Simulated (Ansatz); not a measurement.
# C₅H₉B: up Jacob's ladder to CCSD(T)

Aim: compute C₅H₉B with functionals from several rungs and with coupled cluster. The yardstick is the atomisation energy at the CCSD(T) limit.

The runs use Ansatz 0.2.0, Gaussian basis; functionals in def2-TZVPP, the program's frozen cores in correlated methods.

The runs, in order: PBE-D4, r2SCAN-D4, PBE0-D4, B3LYP-D4, ωB97X-V, ωB97M-V, B2PLYP; CCSD(T)/def2-TZVPP; MP2/def2-QZVPP; extrapolation to the limit.

## Step 1: The geometry

All runs share one geometry, relaxed beforehand with PBE0-D4 in a triple-zeta def2 set.

SMILES `C=CCC1BC1`, 15 atoms, charge 0, spin multiplicity 1.

Atoms are counted from 1 here; the program's logs count them from 0.

Bond lengths: C1–C2 1.326 Å, C1–H7 1.086 Å, C1–H8 1.084 Å, C2–C3 1.496 Å, C2–H9 1.088 Å, C3–C4 1.520 Å, C3–H10 1.098 Å, C3–H11 1.094 Å, C4–B5 1.528 Å, C4–C6 1.541 Å, C4–H12 1.089 Å, B5–C6 1.526 Å, B5–H13 1.184 Å, C6–H14 1.087 Å, C6–H15 1.086 Å. Angles: C2–C1–H7 121.3°, C2–C1–H8 121.6°, H7–C1–H8 117.0°, C1–C2–C3 124.8°, C1–C2–H9 118.7°, C3–C2–H9 116.6°, C2–C3–C4 113.3°, C2–C3–H10 109.1°, C2–C3–H11 109.0°, C4–C3–H10 109.4°, C4–C3–H11 108.7°, H10–C3–H11 107.1°, C3–C4–B5 122.1°, C3–C4–C6 122.1°, C3–C4–H12 113.0°, B5–C4–C6 59.6°, B5–C4–H12 116.9°, C6–C4–H12 113.1° and more.

Geometry (Å):

| atom | x (Å) | y (Å) | z (Å) |
| --- | --- | --- | --- |
| C1 | -0.4017 | -2.1957 | -0.6601 |
| C2 | 0.3059 | -1.3049 | 0.0211 |
| C3 | 0.9575 | -0.0976 | -0.5746 |
| C4 | 0.2821 | 1.2059 | -0.1818 |
| B5 | -1.2129 | 1.2871 | 0.1238 |
| C6 | -0.2059 | 1.4742 | 1.2547 |
| H7 | -0.5408 | -2.1054 | -1.7333 |
| H8 | -0.8642 | -3.0468 | -0.1737 |
| H9 | 0.4205 | -1.4401 | 1.0948 |
| H10 | 2.0108 | -0.0699 | -0.2666 |
| H11 | 0.9427 | -0.1861 | -1.6652 |
| H12 | 0.7382 | 2.0786 | -0.6474 |
| H13 | -2.3399 | 1.1950 | -0.2281 |
| H14 | -0.1119 | 0.6939 | 2.0061 |
| H15 | -0.0021 | 2.4613 | 1.6596 |

## Step 2: PBE-D4 (GGA)

Contents of in.yaml:

```yaml
crystal:
  periodic: [false, false, false]
  atoms:
    - {symbol: C, position_ang: [-0.401728, -2.195701, -0.660097]}
    - {symbol: C, position_ang: [0.305854, -1.304923, 0.021126]}
    - {symbol: C, position_ang: [0.957463, -0.097585, -0.574578]}
    - {symbol: C, position_ang: [0.282148, 1.205876, -0.181820]}
    - {symbol: B, position_ang: [-1.212871, 1.287075, 0.123751]}
    - {symbol: C, position_ang: [-0.205929, 1.474181, 1.254664]}
    - {symbol: H, position_ang: [-0.540761, -2.105407, -1.733263]}
    - {symbol: H, position_ang: [-0.864218, -3.046766, -0.173656]}
    - {symbol: H, position_ang: [0.420522, -1.440146, 1.094823]}
    - {symbol: H, position_ang: [2.010816, -0.069941, -0.266555]}
    - {symbol: H, position_ang: [0.942655, -0.186144, -1.665219]}
    - {symbol: H, position_ang: [0.738199, 2.078624, -0.647387]}
    - {symbol: H, position_ang: [-2.339921, 1.194958, -0.228084]}
    - {symbol: H, position_ang: [-0.111907, 0.693893, 2.006103]}
    - {symbol: H, position_ang: [-0.002124, 2.461303, 1.659592]}
basis:
  gaussian: {orbitals: def2-TZVPP}
hamiltonian: {xc: pbe, dispersion: d4}
output: {forces: true, orbitals: {seedname: orbitals}}
```

Run with:

```sh
$ ansatz run in.yaml --threads 4 --pin off --events-out ev --progress --plain --max-ram 10444MiB
```

Further steps of the session: r2SCAN-D4 (meta-GGA); PBE0-D4 (hybrid); B3LYP-D4 (hybrid); ωB97X-V (range-separated); ωB97M-V (range-separated); B2PLYP (double hybrid); CCSD(T) in def2-TZVPP; MP2 in def2-QZVPP.

**Question.** What will the summary of the whole plan be? Wanted: atomisation energy, CCSD(T)/CBS; farthest; mean size of error, hybrid; mean size of error, range-separated; gap, smallest and largest; T1 diagnostic; triples share of the correlation energy.

As calculated:

| quantity | value |
| --- | --- |
| atomisation energy, CCSD(T)/CBS | 63.266 eV |
| functionals within 0.316 eV (0.5 %) | ωB97X-V, B2PLYP |
| farthest | PBE-D4 (+1.832 eV) |
| mean size of error, hybrid | 0.675 eV |
| mean size of error, range-separated | 0.397 eV |
| gap, smallest and largest | 3.59 eV (PBE-D4), 10.49 eV (ωB97X-V) |
| T1 diagnostic | 0.0104 |
| triples share of the correlation energy | 4.2 % |

**Reading.** PBE-D4 misses by +1.832 eV. Double hybrids carry the basis error of their MP2 part in triple zeta, and no dispersion term here, so their miss is partly the set-up's. The reference freezes the cores and leaves out relativity and excitations past (T), so misses under about 0.316 eV can't be ranked. Hartree-Fock recovers 76 % of the binding; the rest is correlation. Orbital gaps span 3.6 to 10.5 eV; exact exchange widens them.
